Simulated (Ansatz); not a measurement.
# OsFCl: the cell at several levels of theory

The task here is to estimate one member of a computed series from the others.

Code: Ansatz 0.2.0. PAW datasets, plane waves, zero pressure. No spin polarisation and no zero-point or thermal motion; the cell was built from a prototype and may be hypothetical.

### Starting point

The sheet's in-plane cell has a = 3.209 Å, b = 3.209 Å (γ = 120.0°), and its outermost atoms lie 2.61 Å apart along the normal. Os has 3 F at 2.27 Å and 3 Cl at 2.27 Å; F has 3 Os at 2.27 Å; Cl has 3 Os at 2.27 Å.

As a file:

```
Os F Cl
1.0
     3.20852    0.00000    0.00000
    -1.60426    2.77866    0.00000
     0.00000    0.00000   18.00000
Os F Cl
1 1 1
Cartesian
  0.0000 0.0000 9.0000
  0.0000 1.8524 10.3037
  1.6043 0.9262 7.6963
```
Two periodic directions, a and b.

The first run:

input.yaml reads:

```yaml
crystal:
  lattice:
    - [3.20851698, 0.0, 0.0]
    - [-1.60425849, 2.7786572132, 0.0]
    - [0.0, 0.0, 18.0]
  atoms:
    - { symbol: Os, position: [0.0, 0.0, 0.5] }
    - { symbol: F, position: [0.3333333333, 0.6666666667, 0.5724301368] }
    - { symbol: Cl, position: [0.6666666667, 0.3333333333, 0.4275698632] }
  periodic: [true, true, false]
kpoints:
  mp_grid: { grid: [12, 12, 1] }
hamiltonian:
  xc: pbe
scf:
  occupations: { method: fermi_dirac, width: 0.02 }
relax:
  f_tol: 0.005
  cell: {}
```

Among the steps run: PBE: cell and atoms; Relaxation with r2SCAN; PBEsol: cell and atoms; Relaxing with LDA; HSE06: cell and atoms.

One of the session's tables, all rows but one given; the rest of the session is left out.

| level | a (Å) | area (Å²/atom) |
| --- | --- | --- |
| PBE | 3.490 | 3.516 |
| r2SCAN | ? | ? |
| PBEsol | 3.438 | 3.413 |
| LDA | 3.416 | 3.368 |
| HSE06 | 3.472 | 3.479 |

**Question.** Estimate the row for r2SCAN.

**Answer.** a (Å): 3.475; area (Å²/atom): 3.487. In the column «a (Å)» it lies between HSE06 (3.472) and PBE (3.490).

The area runs from LDA (least) to PBE (most), a spread of 4.4 %, or 2.2 % in length if all axes shared it alike. The meshes differ: PBE 12×12×1, r2SCAN 12×12×1, PBEsol 12×12×1, LDA 12×12×1, HSE06 6×6×1.

Caveats from the session: Warnings in the runs' records: band table not solved further, slab cell height set.
